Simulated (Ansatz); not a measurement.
The system is Co, a slab with vacuum.

```
CELL_PARAMETERS angstrom
2.47056 0.00000 0.00000
-1.23528 2.13957 0.00000
0.00000 0.00000 27.13235
ATOMIC_POSITIONS crystal
Co 0.33333 0.66667 0.27642
Co 0.00000 0.00000 0.35095
Co 0.66667 0.33333 0.42547
Co 0.00000 0.00000 0.50000
Co 0.33333 0.66667 0.57453
Co 0.00000 0.00000 0.64905
Co 0.66667 0.33333 0.72358
```

The slab is cut from a database's or a generator's crystal, which needn't be the stable form of the element.

The cell isn't the ideal one: the (0 0 1) slab of Co, cut from the database cell, not relaxed.

Base run:

```yaml
Program: Ansatz 0.2.0
Functional: BLYP
Potentials_or_basis: Ansatz PAW
Cutoff: 420 eV
Density_cutoff: 1680 eV
k_mesh: 12 × 12 × 1
Occupations: fermi-dirac, width 0.05 eV
Spin: collinear spin, ferromagnetic start
Starting_moments: "[2.0, 2.0, 2.0, 2.0, 2.0, 2.0, 2.0] μB"
```

Its results: band gap on the k mesh none (metal or under the smearing width); net moment 11.63 μB per cell; site moments Co +1.78, +1.71, +1.69, +1.67 μB; largest force 0.335 eV/Å.

**Question.** The run is repeated on the same cell with these changes: functional from BLYP to PBE. What comes out?

**Answer.** Band gap on the k mesh none (metal or under the smearing width); net moment 11.90 μB per cell; site moments Co +1.83, +1.76, +1.74, +1.72 μB; largest force 0.367 eV/Å.

Caveats: the potentials were made for another functional, which shifts forces and pressure (some runs); the PAW data sets come from PBE, with cores solved anew for the run's functional, which leaves a small shift of forces and pressure (some runs).

Not every run made on this cell is shown here.
